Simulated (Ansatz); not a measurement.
**CH6B2O (SMILES BB(C)O) at PBE0/def2-SVP**

What is the electronic atomisation energy of CH6B2O at PBE0/def2-SVP? 

Program for the calculation: Ansatz 0.2.0.

69 further runs of the same task are left out: 69 set aside as unsound or not needed.

### 1 Starting point

CH6B2O: 10 atoms, total charge 0, spin state singlet. As SMILES, `BB(C)O`. Geometry: relaxed at PBE0-D4/def2-TZVP. This is one conformer, not always the lowest.

Bond lengths: B1–B2 1.681 Å, B2–C3 1.575 Å, B2–O4 1.367 Å, B1–H5 1.201 Å, B1–H6 1.200 Å, C3–H7 1.093 Å, C3–H8 1.094 Å, C3–H9 1.097 Å, O4–H10 0.959 Å. Some angles: B1–B2–C3 118.7°, B1–B2–O4 125.5°, C3–B2–O4 115.8°, B2–B1–H5 121.9°, B2–B1–H6 122.5°, B2–C3–H7 113.8°, B2–C3–H8 111.5°, B2–C3–H9 108.5°, B2–O4–H10 114.4°, H5–B1–H6 115.4°.

### 2 A single-point energy at PBE0/def2-SVP

Contents of in.yaml:

```yaml
crystal:
  periodic: [false, false, false]
  atoms:
    - {symbol: B, position_ang: [-1.157400, 0.826800, -0.622100]}
    - {symbol: B, position_ang: [0.289400, 0.045900, -0.271000]}
    - {symbol: C, position_ang: [0.377300, -0.834700, 1.032200]}
    - {symbol: O, position_ang: [1.432600, 0.117800, -1.017900]}
    - {symbol: H, position_ang: [-2.010400, 0.312100, -1.292200]}
    - {symbol: H, position_ang: [-1.440400, 1.898900, -0.162200]}
    - {symbol: H, position_ang: [-0.546500, -1.371000, 1.265900]}
    - {symbol: H, position_ang: [1.200400, -1.552500, 0.975700]}
    - {symbol: H, position_ang: [0.572700, -0.174500, 1.886700]}
    - {symbol: H, position_ang: [1.365300, 0.679800, -1.792300]}
basis:
  gaussian:
    orbitals: def2-SVP
magnetization:
  spin_polarized: false
  initial_magnetization: 0
hamiltonian:
  xc: pbe0
accuracy: high
output:
  orbitals: {seedname: orbitals}
```

On the command line:

```bash
$ ansatz run in.yaml --threads 1 --pin off --max-ram 3480MiB --events-out events.jsonl --progress --plain --runs-dir runs
```

What it wrote:

```text
Warning: RAYON_NUM_THREADS=1 ignored (pool sized by the plan → 1); use --threads N
Functional definition: PBE0
  name "PBE0"
  parameter a = 0.25
  parameter kappa = 0.804
  parameter beta = 0.06672455060314922
  exchange = (1 - a)*pbe_x(kappa = kappa, mu = beta*pi^2/3) + a*exact_x
  correlation = pbe_c(beta = beta)
2073 factors; integrals over basis functions are off by at most 3.2e-9 eV
mean field evaluation 1: about -4519.6186 eV, gradient 5.3e1 eV
mean field evaluation 2: about -4516.2710 eV, gradient 6.8e1 eV
mean field evaluation 4: about -4525.7973 eV, gradient 2.4e0 eV
mean field evaluation 8: about -4525.8099 eV, gradient 5.5e-2 eV
mean field evaluation 16: about -4525.8099 eV, gradient 6.0e-6 eV
mean field -4525.80993228 eV, -166.3204473070 hartree, gradient 5.9e-8 eV, S^2 0.000000; 0 other end points of the search recorded, 0 dependent functions left out
reference -4525.80993490 eV, -166.3204474032 hartree; 15, 15 occupied and 71, 71 virtual orbitals, 2073 factors
Total energy: -4525.80993490 eV, -166.3204474032 hartree
```

It took 5.7 s on 1 thread of Arm Neoverse V2, shared host; peak memory 0.27 GiB.

### 3 The B atom at the same level

Contents of input.yaml:

```yaml
crystal:
  periodic: [false, false, false]
  atoms:
    - {symbol: B, position_ang: [0.000000, 0.000000, 0.000000]}
basis:
  gaussian:
    orbitals: def2-SVP
magnetization:
  spin_polarized: true
  initial_magnetization: 1
accuracy: high
hamiltonian:
  xc: pbe0
```

Run the same way, it converges to -24.58932 Eh (log not shown).

### 4 The C atom

Contents of molecule.yaml:

```yaml
crystal:
  periodic: [false, false, false]
  atoms:
    - {symbol: C, position_ang: [0.000000, 0.000000, 0.000000]}
basis:
  gaussian: {orbitals: def2-SVP}
magnetization: {spin_polarized: true, initial_magnetization: 2}
hamiltonian: {xc: {name: PBE0}}
accuracy: high
```

Run the same way, it converges to -37.76066 Eh (log not shown).

### 5 The H atom at the same level

Contents of in.yaml:

```yaml
basis:
  gaussian:
    orbitals: def2-SVP
crystal:
  periodic: [false, false, false]
  atoms:
    - {symbol: H, position_ang: [0.000000, 0.000000, 0.000000]}
magnetization:
  spin_polarized: true
  initial_magnetization: 1
hamiltonian:
  xc: {name: PBE0}
accuracy: high
```

Run the same way, it converges to -0.50029 Eh (log not shown).

### 6 The O atom

Contents of molecule.yaml:

```yaml
crystal:
  periodic: [false, false, false]
  atoms:
    - {symbol: O, position_ang: [0.000000, 0.000000, 0.000000]}
basis:
  gaussian:
    orbitals: def2-SVP
total_charge: 0
magnetization:
  spin_polarized: true
  initial_magnetization: 2
hamiltonian:
  xc: pbe0
accuracy: high
```

Run the same way, it converges to -74.92490 Eh (log not shown).

### 7 Results

At PBE0/def2-SVP:

| quantity | value |
| --- | --- |
| molecule: total energy | -166.32045 Eh |
| molecule: HOMO energy | -7.57 eV |
| molecule: LUMO energy | -1.77 eV |
| molecule: HOMO–LUMO gap | 5.80 eV |
| B atom: total energy | -24.58932 Eh |
| B atom: ⟨S²⟩ | 0.752 |
| C atom: total energy | -37.76066 Eh |
| C atom: ⟨S²⟩ | 2.002 |
| H atom: total energy | -0.50029 Eh |
| H atom: ⟨S²⟩ | 0.750 |
| O atom: total energy | -74.92490 Eh |
| O atom: ⟨S²⟩ | 2.002 |
| electronic atomisation energy | 39.579 eV |

What this shows: Taking the molecule apart into free atoms costs 39.58 eV (913 kcal/mol), before zero-point energy and without spin-orbit coupling.
